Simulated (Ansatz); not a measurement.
# LaTiO3 (perovskite): one cell, many starting occupations (series 2)

Task: map the metastable states of LaTiO3 (perovskite) by varying the start. Cell and atoms stay fixed. This structure was made by substitution into a known type, so it needn't be the compound's stable form.

Computed with Ansatz 0.2.0 (DFT r²SCAN+U (U_eff = 2 eV on Ti d), plane waves, PAW, no spin–orbit coupling unless a run says so, unless a step's input says otherwise).

### Step 1. The starting structure

The structure is cubic, space group Pm-3m (No. 221). The conventional cell has a = 3.920 Å, b = 3.920 Å, c = 3.920 Å, α = 90.00°, β = 90.00°, γ = 90.00°. Around La (site symmetry m-3m) lie 12 O at 2.77 Å. Ti (site symmetry m-3m) has 6 O at 1.96 Å as nearest neighbours. O (site symmetry 4/mmm) has 2 Ti at 1.96 Å and 4 La at 2.77 Å as nearest neighbours.

Structure file:

```xyz
5
Lattice="3.9200 0.0000 0.0000 0.0000 3.9200 0.0000 0.0000 0.0000 3.9200" Properties=species:S:1:pos:R:3 pbc="T T T"
La    0.0000    0.0000    0.0000
Ti    1.9600    1.9600    1.9600
O     0.0000    1.9600    1.9600
O     1.9600    1.9600    0.0000
O     1.9600    0.0000    1.9600
```

Magnetic order typed: ferromagnetic.

The runs: random orbitals: single harmonics, second filling; random orbitals: fully mixed, first filling; random orbitals: single harmonics, first filling; random orbitals: fully mixed, one electron more; random orbitals: drawn by pairs, first filling.

An earlier series on this cell reached its lowest free state from «random orbitals: fully mixed, first filling», perhaps among other starts.

### Step 2. Random orbitals: single harmonics, second filling

input.yaml reads:

```yaml
crystal:
  lattice:
    - [3.9200046, 0.0, 0.0]
    - [0.0, 3.9200046, 0.0]
    - [0.0, 0.0, 3.9200046]
  atoms:
    - { symbol: La, position: [0.0, 0.0, 0.0] }
    - { symbol: Ti, position: [0.5, 0.5, 0.5], spin: 1.0 }
    - { symbol: O, position: [0.0, 0.5, 0.5] }
    - { symbol: O, position: [0.5, 0.5, 0.0] }
    - { symbol: O, position: [0.5, 0.0, 0.5] }
basis:
  ecutwfc: 500
  ecutrho_ratio: 4
kpoints:
  mp_grid: { grid: [5, 5, 5] }
hamiltonian:
  xc: r2scan
  hubbard:
    sites:
      - { site: 1, l: d, u_eff: 2.0, starting_ns: [{ spin: up, occupation_matrix: s1up }, { spin: down, occupation_matrix: s1down }] }
    occupation_matrices:
      s1up:
        matrix:
          - [0.97, 0.0, 0.0, 0.0, 0.0]
          - [0.0, 0.02, 0.0, 0.0, 0.0]
          - [0.0, 0.0, 0.02, 0.0, 0.0]
          - [0.0, 0.0, 0.0, 0.02, 0.0]
          - [0.0, 0.0, 0.0, 0.0, 0.02]
      s1down:
        matrix:
          - [0.02, 0.0, 0.0, 0.0, 0.0]
          - [0.0, 0.02, 0.0, 0.0, 0.0]
          - [0.0, 0.0, 0.02, 0.0, 0.0]
          - [0.0, 0.0, 0.0, 0.02, 0.0]
          - [0.0, 0.0, 0.0, 0.0, 0.02]
    ns_hold: { iters: 12 }
scf:
  occupations: { method: gaussian, width: 0.05 }
  lower_state_search: "off"
  max_iter: 150
output:
  forces: true
  stress: true
  eigenvalues: true
  populations: true
  hubbard: { sites: [{ site: 1, l: d }] }
magnetization:
  spin_polarized: true
```

The typed matrices put 0.97 on the chosen orbitals and 0.02 on the others, and are held for 12 cycles.

Started as:

```sh
> ansatz run input.yaml --threads 4 --pin off --max-ram 6144MiB --backend cpu --events-out ev --progress --plain --runs-dir out
```

Output, shortened:

```text
Warning: crystal.symmetry: narrowed to the stabiliser of the occupation matrices — unitary ops 48 → 16; lowered by the specified shell (site 1, l: d); largest admitted image defect 4.4e-16, smallest excluded 7.1e-1 — at a splitting's scale: the group the occupation matrices' own texture admits
Warning: RAYON_NUM_THREADS=4 ignored (pool sized by the plan → 4); use --threads N
La: projections on atomic orbitals take those of the free atom [Kr 4d10] 4f0 5s2 5p6 5d1 6s2, of charge +0.00 (hamiltonian.pseudopotentials.projection_atoms); the dataset's partial waves leave at most 1.9e-5 of an orbital's norm unspanned inside its sphere
Ti: projections on atomic orbitals take those of the free atom [Ne] 3s2 3p6 3d2 4s2, of charge +0.00 (hamiltonian.pseudopotentials.projection_atoms); the dataset's partial waves leave at most 4.1e-7 of an orbital's norm unspanned inside its sphere
O: projections on atomic orbitals take those of the free atom [He] 2s2 2p4, of charge +0.00 (hamiltonian.pseudopotentials.projection_atoms); the dataset's partial waves leave at most 1.9e-8 of an orbital's norm unspanned inside its sphere
[...]
Pseudopotentials: kind: paw
Pseudopotential: La, paw, valence charge 11, recommended cutoff 500 eV (meta_gga), La.paw.azcp
Pseudopotential: Ti, paw, valence charge 12, recommended cutoff 500 eV (meta_gga), Ti.paw.azcp
Pseudopotential: O, paw, valence charge 6, recommended cutoff 500 eV (meta_gga), O.paw.azcp
Functional definition: r2SCAN
[...]
Crystal: 5 atoms, lattice volume = 60.237 Å³
Basis set: ecut = 500 eV, 1551 PW (Γ), exchange–correlation on 120×120×120 points (64 copies of the dense FFT grid, shifted against one another)
[...]
WARN: hamiltonian.hubbard: on 1 of 2 specified blocks the occupation matrix of this SCF's result fails the test of the specified filling. At site 1 ↑ (sites count from 0 in the list of atoms of the cell that this SCF solves) the least filled combination of the orbitals specified full has [...]
  site 1 (l=d) ↓: largest change of an orbital's occupation 0.2131; electrons 0.1000 specified, 0.7837 found; spectral distance 0.3360
--- Forces (eV/Å), atoms counted from 1 ---
  atom   1  La    -0.00000000     0.00000000     0.00000000
  atom   2  Ti     0.00000000     0.00000000     0.00000000
  atom   3  O      0.00000000     0.00000000     0.00000000
  atom   4  O      0.00000000    -0.00000000     0.00000000
  atom   5  O      0.00000000    -0.00000000     0.00000000
[...]
--- Stress (GPa, compression-positive) ---
        4.667094       0.000000       0.000000
        0.000000       4.667094       0.000000
        0.000000       0.000000       4.257428
  P = ⅓ Tr σ = 4.5305 GPa (45.305 kbar)
--- Band table (eV; the first three rows and the last of 36) ---
[... band rows left out ...]
[...]
Occupation matrices written to <dir>
--- Löwdin populations: 5 sites ---
  site symbol       q [e]    m [muB]
     0     La     10.0052     0.1988
     1     Ti     10.7521     0.8508
     2      O      6.7058    -0.0299
     3      O      6.7061    -0.0314
     4      O      6.7058    -0.0299
  spilling = 0.003047 (of n_electrons = 41.000000)
--- Occupation matrices: 1 shell (run DFT+U table (all-electron-ortho-atomic); ε = 4.10e-3) ---
  Ti1 d_3D: site group Oh (m-3m)
  Ti1 d_3D up     Tr n = 1.6304  λ = 0.242 0.243 0.367 0.367 0.411  [2× z2 0.50 (Eg 1.00) Eg(1.00) | 2× xz 0.50 (T2g 1.00) T2g(1.00) | xy 1.00 (T2g 1.00) T2g(1.00)]
  Ti1 d_3D dn     Tr n = 0.7837  λ = 0.105 0.106 0.106 0.233 0.233  [3× xz 0.33 (T2g 1.00) T2g(1.00) | 2× z2 0.50 (Eg 1.00) Eg(1.00)]
  specified occupation → Ti1 d_3D up: matrix, ‖Δ‖_F = 0.9852, Tr Δ = -0.5804, displaced = 1.0167, d_λ = 0.8082; orbital distance = 1.4142
  specified occupation → Ti1 d_3D dn: matrix, ‖Δ‖_F = 0.3360, Tr Δ = -0.6837, displaced = 0.3419, d_λ = 0.3360; orbital distance = 0.0000
  Tr n, λ and their labels are of the run-group-symmetrised matrices; stabiliser: 16 of 96 elements of G0×{1,Θ} (closed), max defect 6.4e-16 at τ = 8.7e-4
```

Wall time 9.3 s (4 threads of Arm Neoverse V2, shared host); peak memory 0.58 GiB.

End state: no gap, pressure 4.5 GPa, moments in spheres La 0.12; Ti 0.55 μB, largest force component 0.00 eV/Å, 16 symmetry operations imposed. The program reports that the typed filling wasn't kept.

How the shells are filled (orbitals counted by the eigenvalues of the occupation matrices):

| shell | channel | electrons | over 0.8 | 0.2 to 0.8 | under 0.2 |
| --- | --- | --- | --- | --- | --- |
| Ti 3d (atom 2) | up | 1.63 | 0 | 5 | 0 |
| Ti 3d (atom 2) | down | 0.78 | 0 | 2 | 3 |

### Step 3. Random orbitals: fully mixed, first filling

input.yaml, as its differences from that of step 2:

```diff
@@ -24,7 +24,7 @@
         matrix:
-          - [0.97, 0.0, 0.0, 0.0, 0.0]
-          - [0.0, 0.02, 0.0, 0.0, 0.0]
-          - [0.0, 0.0, 0.02, 0.0, 0.0]
-          - [0.0, 0.0, 0.0, 0.02, 0.0]
-          - [0.0, 0.0, 0.0, 0.0, 0.02]
+          - [0.13015, -0.06155, -0.21382, -0.18142, -0.10043]
+          - [-0.06155, 0.0544, 0.11949, 0.10138, 0.05612]
+          - [-0.21382, 0.11949, 0.43507, 0.35218, 0.19495]
+          - [-0.18142, 0.10138, 0.35218, 0.31882, 0.16542]
+          - [-0.10043, 0.05612, 0.19495, 0.16542, 0.11157]
       s1down:
@@ -36,3 +36,3 @@
           - [0.0, 0.0, 0.0, 0.0, 0.02]
-    ns_hold: { iters: 12 }
+    ns_hold: until_converged
 scf:
```

The typed matrices are held until the SCF converges, then released.

Started as:

```sh
> ansatz run input.yaml --threads 4 --pin off --max-ram 6144MiB --backend cpu --events-out ev --progress --plain --runs-dir out
```

Output, shortened:

```text
Warning: crystal.symmetry: narrowed to the stabiliser of the occupation matrices — unitary ops 48 → 2; lowered by the specified shell (site 1, l: d); largest admitted image defect 2.2e-16, smallest excluded 7.5e-2 — at a splitting's scale: the group the occupation matrices' own texture admits
Warning: RAYON_NUM_THREADS=4 ignored (pool sized by the plan → 4); use --threads N
La: projections on atomic orbitals take those of the free atom [Kr 4d10] 4f0 5s2 5p6 5d1 6s2, of charge +0.00 (hamiltonian.pseudopotentials.projection_atoms); the dataset's partial waves leave at most 1.9e-5 of an orbital's norm unspanned inside its sphere
Ti: projections on atomic orbitals take those of the free atom [Ne] 3s2 3p6 3d2 4s2, of charge +0.00 (hamiltonian.pseudopotentials.projection_atoms); the dataset's partial waves leave at most 4.1e-7 of an orbital's norm unspanned inside its sphere
O: projections on atomic orbitals take those of the free atom [He] 2s2 2p4, of charge +0.00 (hamiltonian.pseudopotentials.projection_atoms); the dataset's partial waves leave at most 1.9e-8 of an orbital's norm unspanned inside its sphere
[...]
[... 1 set-up line as earlier in the session ...]
[...]
WARN: hamiltonian.hubbard: on 1 of 2 specified blocks the occupation matrix of this SCF's result fails the test of the specified filling. At site 1 ↑ (sites count from 0 in the list of atoms of the cell that this SCF solves) the least filled combination of the orbitals specified full has [...]
       -0.000008       4.440260      -0.000242
        0.000057      -0.000236       4.702503
  P = ⅓ Tr σ = 4.5282 GPa (45.282 kbar)
--- Band table (eV; the first three rows and the last of 126) ---
[... band rows left out ...]
[...]
Occupation matrices written to <dir>
--- Löwdin populations: 5 sites ---
  site symbol       q [e]    m [muB]
     0     La     10.0052     0.1991
     1     Ti     10.7521     0.8507
     2      O      6.7060    -0.0307
     3      O      6.7058    -0.0298
     4      O      6.7060    -0.0307
  spilling = 0.003047 (of n_electrons = 41.000000)
--- Occupation matrices: 1 shell (run DFT+U table (all-electron-ortho-atomic); ε = 1.67e-2) ---
  Ti1 d_3D: site group Oh (m-3m)
  Ti1 d_3D up     Tr n = 1.6303  λ = 0.242 0.243 0.363 0.391 0.391  [2× z2 0.50 (Eg 1.00) Eg(1.00) | xy 1.00 (T2g 1.00) T2g(1.00) | 2× yz 0.50 (T2g 1.00) T2g(1.00)]
  Ti1 d_3D dn     Tr n = 0.7838  λ = 0.106 0.106 0.106 0.233 0.233  [3× xz 0.33 (T2g 1.00) T2g(1.00) | 2× z2 0.50 (Eg 1.00) Eg(1.00)]
  specified occupation → Ti1 d_3D up: matrix, ‖Δ‖_F = 0.9033, Tr Δ = -0.5803, displaced = 0.9411, d_λ = 0.8305; orbital distance = 1.0134
  specified occupation → Ti1 d_3D dn: matrix, ‖Δ‖_F = 0.3361, Tr Δ = -0.6838, displaced = 0.3419, d_λ = 0.3361; orbital distance = 0.0000
  Tr n, λ and their labels are of the run-group-symmetrised matrices; stabiliser: 16 of 96 elements of G0×{1,Θ} (closed), max defect 3.4e-4 at τ = 3.5e-3
```

Wall time 43 s (4 threads of Arm Neoverse V2, shared host); peak memory 0.77 GiB.

End state: no gap, pressure 4.5 GPa, moments in spheres La 0.12; Ti 0.55 μB, largest force component 0.00 eV/Å, 2 symmetry operations imposed. The program reports that the typed filling wasn't kept.

The shells' filling, with natural orbitals sorted by occupation:

| shell | channel | electrons | over 0.8 | 0.2 to 0.8 | under 0.2 |
| --- | --- | --- | --- | --- | --- |
| Ti 3d (atom 2) | up | 1.63 | 0 | 5 | 0 |
| Ti 3d (atom 2) | down | 0.78 | 0 | 2 | 3 |

[end of part 1 of 2]
